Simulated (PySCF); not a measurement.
# In₂O: structure of the singlet

The task is one start of a wider search on In₂O: the singlet, from a bent start. It is relaxed, tested by its Hessian and followed downhill if it is a saddle.

Method: B3LYP, basis O def2-TZVP, In def2-TZVP with ECP28, scalar-relativistic core potentials, no spin–orbit coupling, density fitting; program: PySCF 2.14.0.

## Step 1: Starting geometry

3 atoms, charge 0, spin multiplicity 1.

Bond lengths: O1–In2 2.050 Å, O1–In3 2.050 Å. Angles: In2–O1–In3 110.0°.

Coordinates in bohr (charge 0 multiplicity 1):
```
O     0.0000    0.0000    0.0000
In    3.1734    0.0000    2.2219
In   -3.1734    0.0000    2.2219
```

## Step 2: The SCF at the typed geometry

One driver script runs all steps and calls PySCF; scf.py shows how it sets up the SCF of each step. The optimiser is the driver's own. After this first run the driver tries any further starts and a stability analysis.

scf.py

```python
from pyscf import gto, scf, dft
mol = gto.M(atom='''
O      0.000000     0.000000     0.000000
In     1.679300     0.000000     1.175800
In    -1.679300     0.000000     1.175800''',
    basis={'O': 'def2-TZVP', 'In': 'def2-TZVP'},
    ecp={'In': 'def2-TZVP'},
    charge=0, spin=0)
mf = dft.RKS(mol, xc='B3LYP')
mf.grids.atom_grid = (50, 194)
aux = {'O': 'def2-universal-JKFIT', 'In': 'def2-universal-JKFIT'}
mf = mf.density_fit(auxbasis=aux)
mf.conv_tol = 1e-08
mf.diis_space = 10
mf.max_cycle = 60
mf.init_guess = 'minao'
mf.verbose = 4
mf.kernel()
```

On the command line:

```
OMP_NUM_THREADS=4 python axn.py task.json out
```

Further steps of the session: Relaxation: bent start, singlet; Vibrations and properties at this point.

What does the calculation give? Wanted: minimum; geometry; wavenumbers; dipole moment; highest occupied, lowest empty level; polar-tensor charge of O1; zero-point energy; atomisation energy.

The runs gave:

| quantity | value |
| --- | --- |
| minimum | singlet, D∞h |
| geometry | O–In 2.018 Å (×2); In–O–In 180.0° |
| wavenumbers (cm⁻¹) | 57 (πu), 202 (σg+), 731 (σu+) |
| dipole moment | 0.00 D |
| highest occupied, lowest empty level | -5.75, -1.34 eV |
| polar-tensor charge of O1 | -1.30 e |
| zero-point energy | 6.3 kJ/mol |
| entropy at 298.15 K | 305.8 J/(mol K) |
| atomisation energy (no zero-point energy) | 757 kJ/mol |

In words: The bent start (C2v) ends in a minimum of D∞h symmetry. The strongest infrared band lies at 731 cm⁻¹ (σu+). O1 has a polar-tensor charge of -1.3 e (a dipole derivative, not a static charge), yet symmetry cancels the bond dipoles. Other starts or spin states, not run here, may lie lower.
